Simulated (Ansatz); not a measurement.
# C2H7NTe: the cost of one run

Program: Ansatz 0.2.0. Level of theory: RKS B3LYP-D4/def2-SVP. These are calculated values, not measurements.

### Step 1. Starting point

Bond lengths: C1–C2 1.459 Å, C2–N3 1.433 Å, C2–Te4 2.141 Å, C1–H5 1.143 Å, C1–H6 1.138 Å, C1–H7 1.119 Å, C2–H8 1.087 Å, N3–H9 1.013 Å, N3–H10 1.074 Å, Te4–H11 1.704 Å. Angles (14 of 16 angles, heavy atoms first): C1–C2–N3 108.9°, C1–C2–Te4 111.5°, N3–C2–Te4 108.4°, C1–C2–H8 109.8°, N3–C2–H8 107.7°, Te4–C2–H8 110.3°, C2–C1–H5 113.3°, C2–C1–H6 114.2°, C2–C1–H7 111.8°, C2–N3–H9 112.4°, C2–N3–H10 108.9°, C2–Te4–H11 91.4°, H5–C1–H6 106.5°, H5–C1–H7 105.1°.

As a file:

```xyz
11

C    -0.9493    0.9780    0.0427
C    -0.1102   -0.1947    0.2646
N     1.2576    0.2221    0.3529
Te   -0.2867   -1.6020   -1.3391
H    -0.7288    1.5120   -0.9439
H    -0.8755    1.7653    0.8608
H    -2.0348    0.7098   -0.0071
H    -0.3747   -0.6636    1.2091
H     1.6139    0.5663   -0.5311
H     1.8620   -0.6226    0.6263
H     0.6919   -2.7275   -0.5146
```

### Step 2. End point A

input.yaml

```yaml
crystal:
  periodic: [false, false, false]
  atoms:
    - { symbol: C, position_ang: [-0.9493, 0.978, 0.0427] }
    - { symbol: C, position_ang: [-0.1102, -0.1947, 0.2646] }
    - { symbol: "N", position_ang: [1.2576, 0.2221, 0.3529] }
    - { symbol: Te, position_ang: [-0.2867, -1.602, -1.3391] }
    - { symbol: H, position_ang: [-0.7288, 1.512, -0.9439] }
    - { symbol: H, position_ang: [-0.8755, 1.7653, 0.8608] }
    - { symbol: H, position_ang: [-2.0348, 0.7098, -0.0071] }
    - { symbol: H, position_ang: [-0.3747, -0.6636, 1.2091] }
    - { symbol: H, position_ang: [1.6139, 0.5663, -0.5311] }
    - { symbol: H, position_ang: [1.862, -0.6226, 0.6263] }
    - { symbol: H, position_ang: [0.6919, -2.7275, -0.5146] }
basis:
  gaussian: { orbitals: def2-SVP }
hamiltonian:
  xc: b3lyp
  dispersion: d4
relax:
  f_tol: 0.015
  max_steps: 40
```

Started as:

```sh
$ ansatz run input.yaml --threads 2 --pin off --max-ram 3072MiB --backend cpu --events-out ev --progress --plain --runs-dir out
```

What time and memory should one allow on 2 threads of Intel Xeon 6975P-C (Granite Rapids), shared host?

About 18 s, with a peak of 0.26 GiB.
